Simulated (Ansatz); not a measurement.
# SiH₄Se: how energies converge with the basis set

An exercise on one series of results from a longer session: the logs are not shown, and one member is left open.

The runs use Ansatz 0.2.0, Gaussian basis; one geometry, several basis sets.

Plan: PBE0-D4/def2-SVP; ωB97M-V/def2-SVP; PBE0-D4/def2-QZVPP; ωB97M-V/def2-QZVPP; the functionals' def2-TZVPP values are taken from earlier runs.

### Structure used throughout

An earlier PBE0-D4 in a triple-zeta def2 set relaxation fixed the geometry.

SMILES `[SiH3][SeH]`, 6 atoms, charge 0, spin multiplicity 1.

Atoms are counted from 1 here; the program's logs count them from 0.

Bond lengths: Si1–Se2 2.279 Å, Si1–H3 1.484 Å, Si1–H4 1.483 Å, Si1–H5 1.484 Å, Se2–H6 1.469 Å. Angles: Se2–Si1–H3 111.5°, Se2–Si1–H4 104.9°, Se2–Si1–H5 111.4°, H3–Si1–H4 110.0°, H3–Si1–H5 109.1°, H4–Si1–H5 110.0°, Si1–Se2–H6 93.0°.

The first run:

in.yaml reads:

```yaml
crystal:
  periodic: [false, false, false]
  atoms:
    - {symbol: Si, position_ang: [-0.244731, -0.234541, -0.474580]}
    - {symbol: Se, position_ang: [0.898727, -0.252130, 1.496856]}
    - {symbol: H, position_ang: [-1.605513, 0.334245, -0.308735]}
    - {symbol: H, position_ang: [-0.336923, -1.659639, -0.873449]}
    - {symbol: H, position_ang: [0.479938, 0.537757, -1.514304]}
    - {symbol: H, position_ang: [0.850603, 1.210309, 1.627912]}
basis:
  gaussian: {orbitals: def2-SVP}
hamiltonian: {xc: pbe0, dispersion: d4}
output: {orbitals: {seedname: orbitals}}
```

Command:

```
> ansatz run in.yaml --threads 2 --pin off --events-out ev --progress --plain --max-ram 32768MiB --backend cpu
```

Steps of the session up to this table: PBE0-D4 in def2-SVP; ωB97M-V in def2-SVP; PBE0-D4 in def2-QZVPP; ωB97M-V in def2-QZVPP.

One of the session's tables, all rows but one given; the rest of the session is left out.

```
functional       basis  HOMO (eV)  LUMO (eV)
   PBE0-D4    def2-SVP          ?          ?
   PBE0-D4  def2-TZVPP      -7.11      -0.11
   PBE0-D4  def2-QZVPP      -7.12      -0.27
   ωB97M-V    def2-SVP      -9.13       2.20
   ωB97M-V  def2-TZVPP      -9.26       1.60
   ωB97M-V  def2-QZVPP      -9.28       1.16
```

Estimate the missing values for PBE0-D4, def2-SVP.

**Answer.** HOMO (eV): -6.99; LUMO (eV): 0.24. In the column «HOMO (eV)» it is the highest.
